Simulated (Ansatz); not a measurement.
**C6H11BO3: up Jacob's ladder to CCSD(T)**

An exercise on one series of results from a longer session: the logs are not shown, and one member is left open.

Computed with Ansatz 0.2.0, Gaussian basis. Level: functionals in def2-TZVPP, the program's frozen cores in correlated methods.

Levels to be run: LDA (SPW92), PBE-D4, revPBE-D4, BLYP-D4, r2SCAN-D4, B97M-V, PBE0-D4, B3LYP-D4, r2SCANh-D4, r2SCAN0-D4, HSE06-D4, BHLYP-D4, CAM-B3LYP-D4, LC-ωPBE, ωB97X-V, ωB97M-V, B2PLYP, PBE-QIDH; CCSD(T)/def2-SVP; CCSD(T)/def2-TZVPP; MP2/def2-QZVPP; extrapolation to the limit; RPA on PBE.

**Structure used throughout**

An earlier PBE0-D4 in a triple-zeta def2 set relaxation fixed the geometry.

SMILES `CC1=CC(C)=[O+][B-](C)(O)O1`, 21 atoms, charge 0, spin multiplicity 1.

Atoms are counted from 1 here; the program's logs count them from 0.

Bond lengths: C1–C2 1.488 Å, C1–H11 1.088 Å, C1–H12 1.093 Å, C1–H13 1.092 Å, C2–C3 1.391 Å, C2–O10 1.274 Å, C3–C4 1.391 Å, C3–H14 1.079 Å, C4–C5 1.488 Å, C4–O6 1.274 Å, C5–H15 1.088 Å, C5–H16 1.092 Å, C5–H17 1.093 Å, O6–B7 1.560 Å, B7–C8 1.590 Å, B7–O9 1.399 Å, B7–O10 1.560 Å, C8–H18 1.093 Å and more. Angles: C2–C1–H11 112.2°, C2–C1–H12 108.9°, C2–C1–H13 109.3°, H11–C1–H12 109.6°, H11–C1–H13 109.7°, H12–C1–H13 107.0°, C1–C2–C3 122.0°, C1–C2–O10 115.7°, C3–C2–O10 122.2°, C2–C3–C4 118.0°, C2–C3–H14 120.6°, C4–C3–H14 120.6°, C3–C4–C5 122.0°, C3–C4–O6 122.2°, C5–C4–O6 115.7°, C4–C5–H15 112.2°, C4–C5–H16 109.3°, C4–C5–H17 108.9° and more.

Coordinates:

```xyz
21
C6H11BO3
C     1.8940   -1.2846    1.6704
C     0.9670   -0.5934    0.7340
C     0.4021    0.6424    1.0326
C    -0.2333    1.3358    0.0075
C    -0.6252    2.7647    0.1456
O    -0.4757    0.8027   -1.1236
B    -0.3831   -0.7399   -1.3406
C    -1.7486   -1.4198   -0.8906
O    -0.0067   -1.0035   -2.6624
O     0.7600   -1.1836   -0.3756
H     2.0766   -0.7023    2.5716
H     1.4680   -2.2541    1.9406
H     2.8398   -1.4823    1.1610
H     0.6011    1.1223    1.9783
H    -0.3373    3.1777    1.1105
H    -0.1633    3.3444   -0.6566
H    -1.7074    2.8496    0.0188
H    -2.5712   -1.0814   -1.5265
H    -1.6844   -2.5068   -0.9895
H    -2.0161   -1.1953    0.1474
H     0.8191   -0.5819   -2.9060
```

The first run:

File in.yaml:

```yaml
crystal:
  periodic: [false, false, false]
  atoms:
    - {symbol: C, position_ang: [1.894046, -1.284622, 1.670444]}
    - {symbol: C, position_ang: [0.966977, -0.593397, 0.734011]}
    - {symbol: C, position_ang: [0.402138, 0.642403, 1.032579]}
    - {symbol: C, position_ang: [-0.233319, 1.335838, 0.007466]}
    - {symbol: C, position_ang: [-0.625237, 2.764664, 0.145613]}
    - {symbol: O, position_ang: [-0.475658, 0.802666, -1.123605]}
    - {symbol: B, position_ang: [-0.383059, -0.739895, -1.340602]}
    - {symbol: C, position_ang: [-1.748550, -1.419784, -0.890562]}
    - {symbol: O, position_ang: [-0.006687, -1.003519, -2.662409]}
    - {symbol: O, position_ang: [0.760001, -1.183611, -0.375605]}
    - {symbol: H, position_ang: [2.076609, -0.702296, 2.571595]}
    - {symbol: H, position_ang: [1.467976, -2.254140, 1.940569]}
    - {symbol: H, position_ang: [2.839836, -1.482349, 1.161012]}
    - {symbol: H, position_ang: [0.601069, 1.122316, 1.978313]}
    - {symbol: H, position_ang: [-0.337278, 3.177705, 1.110484]}
    - {symbol: H, position_ang: [-0.163322, 3.344448, -0.656636]}
    - {symbol: H, position_ang: [-1.707444, 2.849626, 0.018798]}
    - {symbol: H, position_ang: [-2.571192, -1.081405, -1.526456]}
    - {symbol: H, position_ang: [-1.684393, -2.506847, -0.989526]}
    - {symbol: H, position_ang: [-2.016110, -1.195260, 0.147446]}
    - {symbol: H, position_ang: [0.819099, -0.581939, -2.906029]}
basis:
  gaussian: {orbitals: def2-TZVPP}
hamiltonian: {xc: lda}
output: {orbitals: {seedname: orbitals}}
```

Launch:

```sh
$ ansatz run in.yaml --threads 4 --pin off --events-out ev --progress --plain --max-ram 66560MiB --backend cuda --devices 0, --max-vram 37GiB
```

Among the steps run: LDA; PBE-D4 (GGA); revPBE-D4 (GGA); BLYP-D4 (GGA); r2SCAN-D4 (meta-GGA); B97M-V (meta-GGA); B3LYP-D4 (hybrid); r2SCANh-D4 (hybrid); r2SCAN0-D4 (hybrid); HSE06-D4 (hybrid); BHLYP-D4 (hybrid); CAM-B3LYP-D4 (range-separated); LC-ωPBE (range-separated); ωB97X-V (range-separated); ωB97M-V (range-separated); B2PLYP (double hybrid); PBE-QIDH (double hybrid).

One table of the session follows, with a row left open; its other results are not shown here.

It belongs to the step «Orbital energies across the functionals». 

| functional | HOMO (eV) | LUMO (eV) | gap (eV) |
| --- | --- | --- | --- |
| LDA (SPW92) | -6.17 | -3.03 | 3.14 |
| PBE-D4 | -5.98 | -2.79 | 3.19 |
| revPBE-D4 | ? | ? | ? |
| BLYP-D4 | -5.87 | -2.67 | 3.20 |
| r2SCAN-D4 | -6.20 | -2.64 | 3.56 |
| B97M-V | -6.27 | -2.56 | 3.71 |
| PBE0-D4 | -7.15 | -1.91 | 5.24 |
| B3LYP-D4 | -6.97 | -2.13 | 4.84 |
| r2SCANh-D4 | -6.65 | -2.31 | 4.33 |
| r2SCAN0-D4 | -7.31 | -1.82 | 5.50 |
| HSE06-D4 | -6.75 | -2.28 | 4.47 |
| BHLYP-D4 | -8.23 | -0.86 | 7.37 |
| CAM-B3LYP-D4 | -8.47 | -0.81 | 7.66 |
| LC-ωPBE | -9.71 | 0.29 | 10.00 |
| ωB97X-V | -9.41 | 0.26 | 9.66 |
| ωB97M-V | -9.33 | 0.19 | 9.52 |

Q: Estimate the row for revPBE-D4 from the others.

As computed: HOMO (eV): -5.91; LUMO (eV): -2.70; gap (eV): 3.21. In the column «HOMO (eV)» it lies between PBE-D4 (-5.98) and BLYP-D4 (-5.87).
